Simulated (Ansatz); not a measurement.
# CH₆Cl₂Si₂: up Jacob's ladder to CCSD(T)

An exercise on one series of results from a longer session: the logs are not shown, and one member is left open.

Method: functionals in def2-TZVPP, the program's frozen cores in correlated methods; program: Ansatz 0.2.0, Gaussian basis.

Levels to be run: LDA (SPW92), PBE-D4, revPBE-D4, BLYP-D4, r2SCAN-D4, B97M-V, PBE0-D4, B3LYP-D4, r2SCANh-D4, r2SCAN0-D4, HSE06-D4, BHLYP-D4, CAM-B3LYP-D4, LC-ωPBE, ωB97X-V, ωB97M-V, B2PLYP, PBE-QIDH; CCSD(T)/def2-SVP; CCSD(T)/def2-TZVPP; MP2/def2-QZVPP; extrapolation to the limit; RPA on PBE.

**The relaxed structure**

All runs share one geometry, relaxed beforehand with PBE0-D4 in a triple-zeta def2 set.

SMILES `[SiH3]C[SiH](Cl)Cl`, 11 atoms, charge 0, spin multiplicity 1.

Atoms are counted from 1 here; the program's logs count them from 0.

Bond lengths: Si1–C2 1.881 Å, Si1–H6 1.486 Å, Si1–H7 1.487 Å, Si1–H8 1.483 Å, C2–Si3 1.845 Å, C2–H9 1.096 Å, C2–H10 1.095 Å, Si3–Cl4 2.049 Å, Si3–Cl5 2.049 Å, Si3–H11 1.477 Å. Angles: C2–Si1–H6 109.7°, C2–Si1–H7 109.9°, C2–Si1–H8 110.3°, H6–Si1–H7 108.7°, H6–Si1–H8 109.2°, H7–Si1–H8 109.1°, Si1–C2–Si3 114.8°, Si1–C2–H9 109.0°, Si1–C2–H10 109.2°, Si3–C2–H9 107.3°, Si3–C2–H10 109.0°, H9–C2–H10 107.3°, C2–Si3–Cl4 109.9°, C2–Si3–Cl5 110.6°, C2–Si3–H11 112.6°, Cl4–Si3–Cl5 108.6°, Cl4–Si3–H11 107.6°, Cl5–Si3–H11 107.4°.

As a file:

```
Si   -1.3214    0.7596    0.5938
C     0.5013    0.5542    0.1749
Si    0.9157   -0.9936   -0.7396
Cl    0.2741   -2.6231    0.3235
Cl    2.9406   -1.1491   -1.0130
H    -1.5843    2.1613    1.0121
H    -2.1527    0.4555   -0.6012
H    -1.7028   -0.1577    1.6953
H     0.8213    1.3963   -0.4496
H     1.0892    0.5920    1.0976
H     0.2844   -1.0524   -2.0733
```

Set-up of the first run:

Contents of in.yaml:

```yaml
crystal:
  periodic: [false, false, false]
  atoms:
    - {symbol: Si, position_ang: [-1.321379, 0.759629, 0.593822]}
    - {symbol: C, position_ang: [0.501315, 0.554217, 0.174877]}
    - {symbol: Si, position_ang: [0.915746, -0.993604, -0.739580]}
    - {symbol: Cl, position_ang: [0.274148, -2.623097, 0.323503]}
    - {symbol: Cl, position_ang: [2.940647, -1.149107, -1.013007]}
    - {symbol: H, position_ang: [-1.584348, 2.161327, 1.012128]}
    - {symbol: H, position_ang: [-2.152743, 0.455478, -0.601184]}
    - {symbol: H, position_ang: [-1.702830, -0.157709, 1.695350]}
    - {symbol: H, position_ang: [0.821310, 1.396337, -0.449608]}
    - {symbol: H, position_ang: [1.089238, 0.591974, 1.097575]}
    - {symbol: H, position_ang: [0.284393, -1.052448, -2.073277]}
basis:
  gaussian: {orbitals: def2-TZVPP}
hamiltonian: {xc: lda}
output: {orbitals: {seedname: orbitals}}
```

Among the steps run: LDA; PBE-D4 (GGA); revPBE-D4 (GGA); BLYP-D4 (GGA); r2SCAN-D4 (meta-GGA); B97M-V (meta-GGA); PBE0-D4 (hybrid); B3LYP-D4 (hybrid); r2SCANh-D4 (hybrid); r2SCAN0-D4 (hybrid); HSE06-D4 (hybrid); BHLYP-D4 (hybrid); CAM-B3LYP-D4 (range-separated); LC-ωPBE-D4 (range-separated; the results give it without D4); ωB97X-V (range-separated); ωB97M-V (range-separated); B2PLYP (double hybrid); PBE-QIDH (double hybrid).

One table of the session follows, with a row left open; its other results are not shown here.

It belongs to the step «Frontier levels by functional». 

```
  functional  HOMO (eV)  gap (eV)
 LDA (SPW92)      -7.59      6.66
      PBE-D4          ?         ?
   revPBE-D4      -7.44      6.90
     BLYP-D4      -7.35      6.87
   r2SCAN-D4      -7.82      7.51
      B97M-V      -7.94      7.53
     PBE0-D4      -8.80      9.05
    B3LYP-D4      -8.57      8.64
  r2SCANh-D4      -8.30      8.30
  r2SCAN0-D4      -9.02      9.47
    HSE06-D4      -8.40      8.27
    BHLYP-D4     -10.01     11.12
CAM-B3LYP-D4     -10.15     11.40
     LC-ωPBE     -11.52     13.95
     ωB97X-V     -11.17     13.42
     ωB97M-V     -10.99     12.88
```

**Question.** Estimate the row for PBE-D4.

As computed: HOMO (eV): -7.49; gap (eV): 6.83. In the column «HOMO (eV)» it lies between LDA (SPW92) (-7.59) and revPBE-D4 (-7.44).
